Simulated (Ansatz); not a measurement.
**CH3AlSe (SMILES [CH2]1[AlH][Se]1): one structure at several levels**

One table from this session's results is given with a row withheld; the runs are named, their logs left out.

Computed with Ansatz 0.2.0, Gaussian basis. Level: single points in def2-TZVPP.

Cores are frozen in the correlated methods. Filled d shells of the heavier atoms are correlated.

**Starting geometry**

SMILES `[CH2]1[AlH][Se]1`, 6 atoms, charge 0, spin multiplicity 1.

Atoms are counted from 1 here; the program's logs count them from 0.

Bond lengths: C1–Al2 2.012 Å, C1–H4 1.158 Å, C1–H5 1.149 Å, Al2–Se3 2.322 Å, Al2–H6 1.560 Å. Angles: Al2–C1–H4 125.6°, Al2–C1–H5 125.7°, H4–C1–H5 108.6°, C1–Al2–Se3 63.7°, C1–Al2–H6 147.2°, Se3–Al2–H6 149.1°.

Geometry (Å):

```xyz
6

C    -0.2624    0.0405   -0.8219
Al    0.2538    0.4012    1.0893
Se    0.4858   -1.7898    0.3566
H    -1.3151   -0.2743   -1.1883
H     0.4229    0.1613   -1.7358
H     0.4262    1.4589    2.2231
```

Set-up of the first run:

run/in.yaml reads:

```yaml
crystal:
  periodic: [false, false, false]
  atoms:
    - {symbol: C, position_ang: [-0.262400, 0.040500, -0.821900]}
    - {symbol: Al, position_ang: [0.253800, 0.401200, 1.089300]}
    - {symbol: Se, position_ang: [0.485800, -1.789800, 0.356600]}
    - {symbol: H, position_ang: [-1.315100, -0.274300, -1.188300]}
    - {symbol: H, position_ang: [0.422900, 0.161300, -1.735800]}
    - {symbol: H, position_ang: [0.426200, 1.458900, 2.223100]}
basis:
  gaussian: {orbitals: def2-TZVPP}
correlation: {method: ccsd_t}
output: {forces: true}
```

The command line of these runs was not kept.

Among the steps run: CCSD(T)/def2-TZVPP; PBE0-D4/def2-TZVPP; wB97M-V/def2-TZVPP; r2SCAN-D4/def2-TZVPP; PBE-D4/def2-TZVPP; revPBE-D4/def2-TZVPP; BLYP-D4/def2-TZVPP.

One of the session's tables, all rows but one given; the rest of the session is left out.

```
   method  RMS force component (eV/Å)  angle to CCSD(T) forces (°)  dipole (D)
  CCSD(T)                       0.909                    reference        2.37
  PBE0-D4                       0.977                          6.0        2.43
  wB97M-V                       1.008                          7.2        2.58
r2SCAN-D4                       0.930                          5.0        2.40
   PBE-D4                       0.825                          6.0        2.12
revPBE-D4                           ?                            ?           ?
  BLYP-D4                       0.767                          8.2        2.15
```

**Question.** Estimate the row for revPBE-D4.

As computed: RMS force component (eV/Å): 0.788; angle to CCSD(T) forces (°): 6.0; dipole (D): 2.13. In the column «RMS force component (eV/Å)» it lies between BLYP-D4 (0.767) and PBE-D4 (0.825).
